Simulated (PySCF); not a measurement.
# C₅H₆Si: a look at the electrons

Aim: take C₅H₆Si and pull one bond apart with RHF, UHF and CASSCF, localise its valence orbitals and probe its ring current by NICS.

The runs use PySCF 2.14.0; levels as typed in each script, gas phase, geometry from GFN2-xTB.

## Step 1: The system as given

SMILES `[SiH]1=CC=CC=C1`, 12 atoms, charge 0, spin multiplicity 1.

Bond lengths: Si1–C2 1.802 Å, Si1–C6 1.802 Å, Si1–H7 1.455 Å, C2–C3 1.383 Å, C2–H8 1.081 Å, C3–C4 1.390 Å, C3–H9 1.085 Å, C4–C5 1.390 Å, C4–H10 1.082 Å, C5–C6 1.383 Å, C5–H11 1.085 Å, C6–H12 1.081 Å. Angles: C2–Si1–C6 106.8°, C2–Si1–H7 126.6°, C6–Si1–H7 126.6°, Si1–C2–C3 117.9°, Si1–C2–H8 123.9°, C3–C2–H8 118.2°, C2–C3–C4 125.8°, C2–C3–H9 117.7°, C4–C3–H9 116.5°, C3–C4–C5 125.7°, C3–C4–H10 117.1°, C5–C4–H10 117.1°, C4–C5–C6 125.8°, C4–C5–H11 116.5°, C6–C5–H11 117.7°, Si1–C6–C5 117.9°, Si1–C6–H12 123.9°, C5–C6–H12 118.2°.

Geometry (Å):

```
Si   -1.4186    0.0001    0.0000
C    -0.3443    1.4472    0.0000
C     1.0223    1.2375    0.0000
C     1.6563   -0.0001    0.0000
C     1.0223   -1.2376    0.0000
C    -0.3444   -1.4472    0.0000
H    -2.8733   -0.0001    0.0000
H    -0.7051    2.4667    0.0000
H     1.6663    2.1103    0.0000
H     2.7381   -0.0001    0.0000
H     1.6662   -2.1104    0.0000
H    -0.7052   -2.4667    0.0000
```

## Step 2: Stretching a bond (6-31g*)

The input, input.py:

```python
import numpy as np
from pyscf import gto, scf, mcscf

mol = gto.M(atom='''
Si    -1.41858     0.00005     0.00000
C     -0.34430     1.44722     0.00000
C      1.02234     1.23751     0.00000
C      1.65628    -0.00007     0.00000
C      1.02226    -1.23757     0.00000
C     -0.34439    -1.44718     0.00000
H     -2.87330    -0.00012     0.00000
H     -0.70508     2.46671     0.00000
H      1.66634     2.11028     0.00000
H      2.73806    -0.00006     0.00000
H      1.66621    -2.11037     0.00000
H     -0.70524    -2.46665     0.00000
''', basis='6-31g*', charge=0, spin=0, verbose=4)
# stretch the bond between atoms 6 and 12, from long to short, fragments rigid
a, b, move = 5, 11, [11]
xyz = mol.atom_coords(unit='Angstrom')
u = xyz[b] - xyz[a]
r0 = np.linalg.norm(u)
rows, last, dm_u = [], None, None
for r in [3.0, 2.35, 1.93, 1.66, 1.44, 1.28, 1.18, 1.07, 0.98]:
    new = xyz.copy()
    new[move] += u / r0 * (r - r0)
    m = mol.set_geom_(new, unit='Angstrom', inplace=False)
    rhf = scf.RHF(m).density_fit(auxbasis='def2-universal-jkfit').run()
    uhf = scf.UHF(m).density_fit(auxbasis='def2-universal-jkfit').newton()
    if dm_u is None:
        c = rhf.mo_coeff
        h = m.nelectron // 2 - 1
        ca, cb = c.copy(), c.copy()
        ca[:, h], cb[:, h] = (c[:, h] + c[:, h + 1]) / 2**.5, (c[:, h] - c[:, h + 1]) / 2**.5
        dm_u = np.array([x[:, :h + 1] @ x[:, :h + 1].T for x in (ca, cb)])
    uhf.kernel(dm0=dm_u)
    for _ in range(3):
        c, _, stable, _ = uhf.stability(return_status=True)
        if stable:
            break
        uhf.kernel(c, uhf.mo_occ)
    dm_u = uhf.make_rdm1()
    mc = mcscf.CASSCF(rhf, 2, 2)
    mc.natorb = True
    mc.fix_spin_(ss=0)
    guess = mcscf.addons.make_natural_orbitals(uhf)[1] if last is None else mcscf.project_init_guess(mc, last.mo_coeff, last.mol)
    mc.kernel(guess)
    last = mc
    act = slice(mc.ncore, mc.ncore + mc.ncas)
    print('r %.3f  RHF %.6f  UHF %.6f  <S^2> %.3f  CASSCF %.6f  occupations' % (r, rhf.e_tot, uhf.e_tot, uhf.spin_square()[0], mc.e_tot), mc.mo_occ[act].round(4))
    rows.append((new, rhf.e_tot, uhf.e_tot, uhf.spin_square()[0], mc.e_tot, mc.mo_occ[act], mc.mo_coeff[:, act], dm_u[0] - dm_u[1], rhf.converged and uhf.converged and mc.converged))
    np.savez('result.npz', **{k: [row[i] for row in rows] for i, k in enumerate('xyz rhf uhf s2 cas occ c spin ok'.split())})
```

Command:

```
$ OMP_NUM_THREADS=1 python input.py
```

## Step 4: Localised orbitals (PBE0/def2-svp)

The input, input.py:

```python
import numpy as np
from pyscf import gto, scf, dft, lo
from pyscf.data.elements import chemcore

def solve(mol, dm0=None, hcore=None):
    mf = (dft.UKS if mol.spin else dft.RKS)(mol, xc='pbe0')
    mf.grids.level = 3
    mf = mf.density_fit(auxbasis='def2-universal-jkfit')
    mf.conv_tol, mf.max_cycle = 1e-8, 80
    if hcore is not None:
        mf.get_hcore = lambda *args: hcore
    mf.kernel(dm0)
    if not mf.converged:
        mf = mf.newton().run(mf.mo_coeff, mf.mo_occ, max_cycle=30)
    assert mf.converged, 'SCF not converged'
    return mf

mol = gto.M(atom='''
Si    -1.41858     0.00005     0.00000
C     -0.34430     1.44722     0.00000
C      1.02234     1.23751     0.00000
C      1.65628    -0.00007     0.00000
C      1.02226    -1.23757     0.00000
C     -0.34439    -1.44718     0.00000
H     -2.87330    -0.00012     0.00000
H     -0.70508     2.46671     0.00000
H      1.66634     2.11028     0.00000
H      2.73806    -0.00006     0.00000
H      1.66621    -2.11037     0.00000
H     -0.70524    -2.46665     0.00000
''', basis='def2-svp', charge=0, spin=0, verbose=4)
mf = solve(mol)
occ_all = mf.mo_coeff[:, mf.mo_occ > 0]
occ = occ_all[:, chemcore(mol):]
bo = lo.Boys(mol, occ)
loc = bo.kernel()
for _ in range(5):
    new, stable = bo.stability(return_status=True)
    if stable:
        break
    loc = bo.kernel(new)
fock, s = mf.get_fock(), mf.get_ovlp()
ortho = lo.orth_ao(mol, 'meta_lowdin')
labels = mol.ao_labels(fmt=None)
vir = loc[:, :0]
both = np.hstack([loc, vir])
p = (ortho.T @ s @ both) ** 2
pop = np.array([p[[l[0] == a for l in labels]].sum(0) for a in range(mol.natm)])
spd = np.array([[p[[l[0] == a and l[2][-1] == k for l in labels]].sum(0) for k in 'spd'] for a in range(mol.natm)])
eps = np.einsum('pi,pq,qi->i', both, fock, both)
for i in np.argsort(eps):
    top = np.argsort(-pop[:, i])[:3]
    print('%3d %s %9.4f Eh ' % (i + 1, 'occ' if i < loc.shape[1] else 'vir', eps[i]), '  '.join('%s%d %.3f' % (mol.atom_symbol(a), a + 1, pop[a, i]) for a in top))
np.savez('result.npz', c=both, nocc=loc.shape[1], pop=pop, spd=spd, eps=eps, e=mf.e_tot)
```

## Step 6: Ring currents (B3LYP/def2-svp)

The input, input.py:

```python
import numpy as np
from pyscf import gto, scf, dft
from pyscf.prop import nmr
from pyscf.data import nist

def solve(mol, dm0=None, hcore=None):
    mf = (dft.UKS if mol.spin else dft.RKS)(mol, xc='b3lyp')
    mf.grids.level = 3
    mf.conv_tol, mf.max_cycle = 1e-8, 80
    if hcore is not None:
        mf.get_hcore = lambda *args: hcore
    mf.kernel(dm0)
    if not mf.converged:
        mf = mf.newton().run(mf.mo_coeff, mf.mo_occ, max_cycle=30)
    assert mf.converged, 'SCF not converged'
    return mf

mol = gto.M(atom='''
Si    -1.41858     0.00005     0.00000
C     -0.34430     1.44722     0.00000
C      1.02234     1.23751     0.00000
C      1.65628    -0.00007     0.00000
C      1.02226    -1.23757     0.00000
C     -0.34439    -1.44718     0.00000
H     -2.87330    -0.00012     0.00000
H     -0.70508     2.46671     0.00000
H      1.66634     2.11028     0.00000
H      2.73806    -0.00006     0.00000
H      1.66621    -2.11037     0.00000
H     -0.70524    -2.46665     0.00000
''', basis='def2-svp', charge=0, spin=0, verbose=4)
mf = solve(mol)
vxc = nmr.rks.get_vxc_giao  # smaller grid blocks
nmr.rks.get_vxc_giao = lambda *a, **k: vxc(*a, **{**k, 'max_memory': 300})
calc = nmr.RKS(mf)
calc.cphf = True
nuclei = calc.kernel()
mo1 = calc.mo10
# ring centres and points 1 angstrom above and below them
points = np.array([
    [0.2656, -0.0000, 0.0000],
    [0.2656, -0.0000, 1.0000],
    [0.2656, -0.0000, -1.0000],
]) / nist.BOHR
mol.atom_coord = lambda i, unit='Bohr': points[i]
idx = range(len(points))
sigma = (calc.dia(shielding_nuc=idx) + calc.para(mo10=mo1, shielding_nuc=idx)[0]) * nist.ALPHA**2 * 1e6
for p, t in zip(points, sigma):
    print('NICS at %8.4f %8.4f %8.4f  %8.2f ppm' % (*(p * nist.BOHR), -t.trace() / 3))
occ = mf.mo_coeff[:, mf.mo_occ > 0]
dm1 = np.array([mf.mo_coeff @ (2 * x) @ occ.T for x in mo1])
np.savez('result.npz', sigma=sigma, nuclei=nuclei, dm0=mf.make_rdm1(), dm1=dm1, e=mf.e_tot, eps=mf.mo_energy, occ=mf.mo_occ)
```

(Steps that only read results are left out.)

Before running it: what results should come out? Wanted: NICS(1)zz, 6-membered ring Si1/C2/C3/C4/C5/C6.

The runs gave:

```
                                                      quantity           value
         cost of the stretch to 3.0 Å, CASSCF and RHF (6-31g*)  4.4 and 7.6 eV
      localised occupied orbitals above −45 eV (PBE0/def2-svp)              15
NICS(1)zz, 6-membered ring Si1/C2/C3/C4/C5/C6 (B3LYP/def2-svp)       -23.7 ppm
```

RHF rises too steeply at long distance, since it keeps both electrons in one orbital and so mixes in ionic fragments. The 6-membered ring Si1/C2/C3/C4/C5/C6 is strongly diatropic (aromatic). The geometry was not optimised at these levels.
